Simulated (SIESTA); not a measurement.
Crystal: GeCN2.

```
Ge N C
1.0
     1.79379    1.03565    4.92196
    -1.79379    1.03565    4.92196
     0.00000   -2.07129    4.92196
Ge N C
1 2 1
Direct
  0.00000 0.00000 0.00000
  0.58390 0.58390 0.58390
  0.41610 0.41610 0.41610
  0.50000 0.50000 0.50000
```

The cell comes from a database or a generator and needn't be the stable form of this composition.

```yaml
Program: SIESTA 5.4.2
Task: single point
Functional: PBEsol
Potentials_or_basis: PseudoDojo 0.4 standard (PBEsol files)
Basis: DZP (energy shift 0.003 Ry; two zetas on semicore shells)
Grid_cutoff: 800 Ry
Energy_shift: 0.003 Ry
k_mesh: 9 × 9 × 9
Occupations: fermi-dirac, width 0.05 eV
Spin: no spin polarisation
```

On this cell: pressure 1.7 GPa; largest force 1.991 eV/Å; band gap on the k mesh 1.05 eV, indirect (least direct gap 1.88 eV).

The same run follows on a disturbed copy (atoms moved at random, drawn with an rms of 0.05 Å):

```
Ge N C
1.0
     1.79379    1.03565    4.92196
    -1.79379    1.03565    4.92196
     0.00000   -2.07129    4.92196
Ge N C
1 2 1
Direct
  0.00996 0.00375 0.99020
  0.57323 0.58789 0.58586
  0.41225 0.40538 0.44245
  0.49424 0.51495 0.48816
```

What does the disturbed cell give?

The energy moves by +101.9 meV/atom; pressure 9.8 GPa; largest force 8.473 eV/Å; band gap on the k mesh 1.15 eV, indirect (least direct gap 1.91 eV).

Forces in eV/Å, atoms in the order of the input:
```
Ge   0.028 -0.008 -0.500
N   -0.122  0.276  3.829
N    0.107 -0.130 -8.471
C   -0.013 -0.137  5.141
```

Stress tensor (GPa, compression positive):
```
-3.98  0.11 -1.28
 0.11 -3.20  2.56
-1.28  2.56 36.68
```

Caveats: an odd mesh through Γ misses points on the zone boundary, where band edges often lie; the basis of atomic orbitals isn't converged, which shifts pressures, moduli and gaps; forces of over 1 eV/Å show positions far from the minimum, so gaps and moduli don't describe the material at rest (some runs).
